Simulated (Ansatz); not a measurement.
**TiCo: magnetic orders on spinors**

Aim: compare arrangements of the moments in a cell of TiCo on spinors, without spin-orbit coupling. The runs shown use PAW. Its runs: parallel moments (PAW); parallel moments on spinors (PAW); moments marked - in +-+- held at 20 degrees to the others (PAW); moments marked - in +-+- held at 50 degrees to the others (PAW); moments marked - in +-+- held at 90 degrees to the others (PAW); moments marked - in +-+- held at 130 degrees to the others (PAW); moments marked - in +-+- held at 160 degrees to the others (PAW); moments start +-+- on spinors (PAW).

Program: Ansatz 0.2.0. Level of theory: DFT, PBE, PAW with Ansatz's default frozen-core files, scalar-relativistic. These are calculated values, not measurements.

## Step 1: The starting structure

Symmetry: Pm-3m, No. 221, cubic system. The conventional cell has a = 2.986 Å, b = 2.986 Å, c = 2.986 Å, α = 90.00°, β = 90.00°, γ = 90.00°. Ti (site symmetry m-3m) is surrounded by 8 Co at 2.59 Å. Co (site symmetry m-3m) is surrounded by 8 Ti at 2.59 Å.

Coordinates:

```xyz
4
Lattice="2.9861 0.0000 0.0000 0.0000 2.9861 0.0000 0.0000 0.0000 5.9722" Properties=species:S:1:pos:R:3 pbc="T T T"
Ti    0.0000    0.0000    0.0000
Ti    0.0000    0.0000    2.9861
Co    1.4931    1.4931    1.4931
Co    1.4931    1.4931    4.4792
```

In patterns such as +-, the signs follow the magnetic atoms in the order of the input.

Atoms are numbered in the order of the input: Ti1, Ti2, Co3, Co4.

## Step 2: Parallel moments, PAW

File input.yaml:

```yaml
crystal:
  lattice:
    - [2.98611099, 0.0, 0.0]
    - [0.0, 2.98611099, 0.0]
    - [0.0, 0.0, 5.97222198]
  atoms:
    - { symbol: Ti, position: [0.0, 0.0, 0.0], spin: 1.0 }
    - { symbol: Ti, position: [0.0, 0.0, 0.5], spin: 1.0 }
    - { symbol: Co, position: [0.5, 0.5, 0.25], spin: 2.0 }
    - { symbol: Co, position: [0.5, 0.5, 0.75], spin: 2.0 }
magnetization:
  spin_polarized: true
kpoints:
  mp_grid: { grid: [12, 12, 6] }
scf:
  occupations: { method: fermi_dirac, width: 0.03 }
  lower_state_search: "off"
hamiltonian:
  xc: pbe
  pseudopotentials: { kind: paw }
output:
  forces: true
  stress: true
  eigenvalues: true
```

The run is started by

```
$ ansatz run input.yaml --threads 2 --pin off --max-ram 6144MiB --backend cpu --events-out ev --progress --plain --runs-dir out
```

The runs that follow: Parallel moments on spinors, PAW; Moments marked - in +-+- held at 20 degrees to the others, PAW; Moments marked - in +-+- held at 50 degrees to the others, PAW; Moments marked - in +-+- held at 90 degrees to the others, PAW; Moments marked - in +-+- held at 130 degrees to the others, PAW; Moments marked - in +-+- held at 160 degrees to the others, PAW; Moments start +-+- on spinors, PAW.

Before running it: what results should come out? Wanted: lowest state.

The runs gave:

| quantity | value |
| --- | --- |
| lowest state (PAW), reached from several starts | Ti1 0.02, Ti2 0.02, Co3 0.97, Co4 0.97 μB |

What this shows: By PAW the starts «parallel moments on spinors» and «moments marked - in +-+- held at 20 degrees to the others» end in one state, the lowest found. A run can end in another pattern than it began with. Only this cell's orders were tried, so longer waves of spin are out of reach. Other magnetic orders may lie lower; this is the state that the run reached. The k mesh (12×12×6) wasn't tested for convergence.
